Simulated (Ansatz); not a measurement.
**Be2H2 (singlet): wave-function methods side by side at distance Be1–Be2 = 2.520 Å, cc-pVDZ**

An exercise on one series of results from a longer session: the logs are not shown, and one member is left open.

The runs use Ansatz 0.2.0, Gaussian basis; cc-pVDZ, core rule «outside noble gas», up to 2 orbitals frozen.

The runs, in order: UHF; CCSD(T) on RHF; BCCD(T) on RHF; CISD; CCSDT(Q) on RHF; CASSCF and MRCISD+Q, 2 electrons in 2 orbitals; CASSCF and NEVPT2, 2 electrons in 2 orbitals; CASSCF and MRCISD+Q, 6 electrons in 10 orbitals; CASSCF and NEVPT4(SD), 6 electrons in 10 orbitals; CASSCF and NEVPT2, 6 electrons in 10 orbitals; Full CI.

27 further runs of the same task are left out: 15 for a known fault of the program, 10 that didn't finish, 2 set aside as unsound or not needed.

### The system

The geometry derives from a PBE0/def2-TZVP stationary point (not a proven minimum). One bond is set to the value named and the two fragments are kept rigid.

4 atoms, charge 0, spin multiplicity 1.

Atoms are counted from 1 here; the program's logs count them from 0.

Bond lengths: Be1–H3 1.348 Å, Be2–H4 1.348 Å.

The first run:

in.yaml

```yaml
crystal:
  periodic: [false, false, false]
  atoms:
    - {symbol: Be, position_ang: [0.000000, 0.000000, 1.260000]}
    - {symbol: Be, position_ang: [0.000000, 0.000000, -1.260000]}
    - {symbol: H, position_ang: [0.000000, 0.000000, 2.607518]}
    - {symbol: H, position_ang: [0.000000, 0.000000, -2.607518]}
basis:
  gaussian: {orbitals: cc-pVDZ}
magnetization: {spin_polarized: true, initial_magnetization: 0}
hamiltonian: {xc: hf}
output: {orbitals: {seedname: orbitals}}
```

The run is started by

```
$ ansatz run in.yaml --threads 1 --pin off --events-out ev --progress --plain --max-ram 2393MiB
```

Among the steps run: UHF; CCSD(T) on RHF; BCCD(T) on RHF; CISD; CCSDT(Q) on RHF; CASSCF and MRCISD+Q, 2 electrons in 2 orbitals; CASSCF and NEVPT2, 2 electrons in 2 orbitals; CASSCF and MRCISD+Q, 6 electrons in 10 orbitals; CASSCF and NEVPT4(SD), 6 electrons in 10 orbitals; CASSCF and NEVPT2, 6 electrons in 10 orbitals; Full CI.

One table of the session follows, with a row left open; its other results are not shown here.

| method | from FCI (kJ/mol) |
| --- | --- |
| RHF | +281.2 |
| RMP2 | +77.0 |
| CISD | +18.2 |
| RCCSD | +5.4 |
| RCCSD(T) | +1.6 |
| BCCD(T) | +1.6 |
| RCCSDT | +0.2 |
| RCCSDT(Q) | +0.1 |
| CASSCF pair | ? |
| NEVPT2 pair | +78.9 |
| MRCISD pair | +14.7 |
| MRCISD+Q pair | -2.9 |
| CASSCF valence | +121.5 |
| NEVPT2 valence | +37.0 |
| NEVPT4(SD) valence | +7.9 |
| MRCISD valence | +4.8 |
| MRCISD+Q valence | +1.4 |
| FCI | 0 |

Estimate the missing values for CASSCF pair.

As computed: from FCI (kJ/mol): +247.9. In the column «from FCI (kJ/mol)» it lies between CASSCF valence (+121.5) and RHF (+281.2).

To keep in mind: MRCISD+Q pair falls below full CI: the +Q correction isn't variational, and the cores differ from full CI's.
